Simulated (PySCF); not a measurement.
# CH7B2OP (SMILES BCOBP): levels of theory compared

Wanted: a comparison of 6 runs (HF/STO-3G, HF/3-21G, SVWN5/STO-3G, B3LYP/6-31G*, PBE0/cc-pVDZ, PBE0/def2-SVP) of CH7B2OP. 

The results are computed with PySCF 2.14.0.

### Step 1. The molecule

CH7B2OP has 12 atoms, charge 0, and is taken as a singlet. As SMILES, `BCOBP`. The coordinates come from a GFN2-xTB relaxation. This is one conformer, not always the lowest.

Bond lengths: B1–C2 1.571 Å, C2–O3 1.422 Å, O3–B4 1.319 Å, B4–P5 1.911 Å, B1–H6 1.165 Å, B1–H7 1.166 Å, C2–H8 1.101 Å, C2–H9 1.099 Å, B4–H10 1.184 Å, P5–H11 1.381 Å, P5–H12 1.382 Å. Some angles: B1–C2–O3 115.4°, C2–O3–B4 125.5°, O3–B4–P5 115.3°, B1–C2–H8 109.4°, B1–C2–H9 110.1°, O3–C2–H8 109.4°, O3–C2–H9 106.3°, C2–B1–H6 120.8°, C2–B1–H7 117.6°, O3–B4–H10 123.4°.

### Step 2. Energy and forces at HF/STO-3G (run 1)

run.py reads:

```python
# BCOBP
from pyscf import gto, scf

mol = gto.Mole()
mol.atom = [
    ('B', (-0.488400, 1.725680, 1.484010)),
    ('C', (-0.787020, 1.024090, 0.110700)),
    ('O', (0.224720, 0.139340, -0.354940)),
    ('B', (0.161880, -1.178080, -0.329930)),
    ('P', (1.764170, -2.082110, -0.847760)),
    ('H', (0.488630, 1.491300, 2.073610)),
    ('H', (-1.279300, 2.481590, 1.887890)),
    ('H', (-1.743910, 0.483120, 0.176230)),
    ('H', (-0.925370, 1.777660, -0.677070)),
    ('H', (-0.785840, -1.777420, 0.048790)),
    ('H', (2.178040, -1.160370, -1.788840)),
    ('H', (1.192400, -2.924810, -1.782690)),
]
mol.verbose = 4
mol.max_memory = 1860
mol.charge = 0
mol.basis = 'sto-3g'
mol.build()

myscf = scf.RHF(mol)
myscf.conv_tol = 1e-10
myscf.kernel()
if not myscf.converged:
    myscf = myscf.newton().run(myscf.mo_coeff, myscf.mo_occ)

e_final = myscf.e_tot
print(f'total energy: {e_final:.8f} hartree')
grad = myscf.nuc_grad_method().kernel()
dip = myscf.dip_moment()
pop, q = myscf.mulliken_pop()
```

The run is started by

```sh
$ OMP_NUM_THREADS=1 python run.py
```

The program printed:

```text
PySCF version 2.14.0

[... 64 lines left out ...]
converged SCF energy = -501.017207422093
total energy: -501.01720742 hartree
[... 11 lines left out ...]
Dipole moment(X, Y, Z, Debye): -1.76311,  1.43502,  0.14278
[... 49 lines left out ...]
charge of   11H =     -0.12042
```

Run time: 3.9 s. Hardware: 1 thread of Intel Xeon at 2.70GHz, shared host; peak memory 0.12 GiB.

### Step 3. Energy and gradient at HF/3-21G (run 2)

calc.py reads:

```python
import pyscf.grad
from pyscf import gto

mol = gto.M(
    atom='''
B       -0.488400       1.725680       1.484010
C       -0.787020       1.024090       0.110700
O        0.224720       0.139340      -0.354940
B        0.161880      -1.178080      -0.329930
P        1.764170      -2.082110      -0.847760
H        0.488630       1.491300       2.073610
H       -1.279300       2.481590       1.887890
H       -1.743910       0.483120       0.176230
H       -0.925370       1.777660      -0.677070
H       -0.785840      -1.777420       0.048790
H        2.178040      -1.160370      -1.788840
H        1.192400      -2.924810      -1.782690
''',
    basis='3-21g',
    max_memory=1860,
    verbose=3,
)

hf = mol.RHF()
hf.conv_tol = 1e-10
hf.kernel()
if not hf.converged:
    hf = hf.newton().run(hf.mo_coeff, hf.mo_occ)

e_tot = hf.e_tot
print(f'total energy: {e_tot:.8f} hartree')
grad = hf.Gradients().kernel()
hf.analyze()
```

The run is started by

```sh
$ OMP_NUM_THREADS=1 python calc.py
```

The program printed:

```text
converged SCF energy = -504.243011763367
[... 16 lines left out ...]
MO #7   energy= -5.30484516724424  occ= 2
[... 7 lines left out ...]
MO #15  energy= -0.658463335684177 occ= 2
[... 7 lines left out ...]
MO #23  energy= -0.347227035676059 occ= 2
[... 7 lines left out ...]
MO #31  energy= 0.318681090436463  occ= 0
[... 7 lines left out ...]
MO #39  energy= 0.6459235571419    occ= 0
[... 7 lines left out ...]
MO #47  energy= 0.92599120607844   occ= 0
[... 7 lines left out ...]
MO #55  energy= 1.33981410884881   occ= 0
[... 7 lines left out ...]
MO #63  energy= 3.47867336948291   occ= 0
[... 13 lines left out ...]
Dipole moment(X, Y, Z, Debye): -2.87158,  1.94930, -0.03670
```

Wall time 3.9 s (1 thread of Intel Xeon at 2.70GHz, shared host); peak memory 0.14 GiB.

Runs 3 to 5 aren't shown in full; the table further down has their settings and results.

### Step 4. Energy and forces at PBE0/def2-SVP (run 6)

calc.py reads:

```python
import pyscf.grad
from pyscf import gto, dft

molecule = gto.M(
    atom='''
B     -0.922942     3.261063     2.804372
C     -1.487252     1.935250     0.209193
O      0.424659     0.263314    -0.670739
B      0.305909    -2.226249    -0.623477
P      3.333798    -3.934618    -1.602034
H      0.923377     2.818149     3.918555
H     -2.417527     4.689525     3.567595
H     -3.295512     0.912964     0.333026
H     -1.748696     3.359291    -1.279477
H     -1.485022    -3.358837     0.092200
H      4.115899    -2.192782    -3.380418
H      2.253309    -5.527090    -3.368796
''',
    unit='bohr',
    max_memory=1860,
    verbose=3,
    basis='def2-svp',
    spin=0,
    charge=0,
)

myscf = dft.RKS(molecule)
myscf.xc = 'pbe0'
myscf.conv_tol = 1e-10
myscf.grids.level = 5
myscf.kernel()
if not myscf.converged:
    myscf = myscf.newton().run(myscf.mo_coeff, myscf.mo_occ)

e_tot = myscf.e_tot
print('E = %.10f Eh' % e_tot)
grad = myscf.Gradients().kernel()
dip = myscf.dip_moment()
pop, q = myscf.mulliken_pop()
```

The run is started by

```sh
$ OMP_NUM_THREADS=1 python calc.py
```

The program printed:

```text
converged SCF energy = -508.019081220321
[... 9 lines left out ...]
Dipole moment(X, Y, Z, Debye): -2.10591,  1.66986, -0.20351
[... 122 lines left out ...]
charge of   11H =     -0.00345
```

It took 46 s on 1 thread of Intel Xeon at 2.70GHz, shared host; peak memory 1.1 GiB.

### Step 5. Overview of the runs

```tsv
run	level	integration grid	Cartesian functions	energy (Eh)	dipole moment (D)	HOMO energy (eV)	LUMO energy (eV)	wall time
1	HF/STO-3G	–	no	-501.017207	2.28	-6.92	6.21	3.9 s
2	HF/3-21G	–	no	-504.243012	3.47	-9.45	2.12	3.9 s
3	SVWN5/STO-3G	5	no	-499.782009	2.38	-2.44	-0.61	11 s
4	B3LYP/6-31G* (Cartesian functions)	5	yes	-508.597716	2.77	-6.58	-1.72	51 s
5	PBE0/cc-pVDZ	5	no	-508.255884	2.59	-6.90	-1.73	53 s
6	PBE0/def2-SVP	5	no	-508.019081	2.70	-6.90	-1.78	46 s
```

### Step 6. Results

```
                       quantity          value
            run 6: total energy  -508.01908 Eh
           run 6: dipole moment         2.70 D
             run 6: HOMO energy       -6.90 eV
             run 6: LUMO energy       -1.78 eV
           run 6: HOMO–LUMO gap        5.13 eV
run 6: largest force on an atom     1.437 eV/Å
```

The dipole moment (its size) runs from 2.28 D (HF/STO-3G) to 3.47 D (HF/3-21G). The HOMO–LUMO gap runs from 1.83 eV (SVWN5/STO-3G) to 13.13 eV (HF/STO-3G). Exact exchange widens orbital gaps. Totals of different functionals can't be ranked against each other. In runs 1, 3 the basis is minimal, so the values are rough. All runs together took 2.8 min, the longest 53 s.
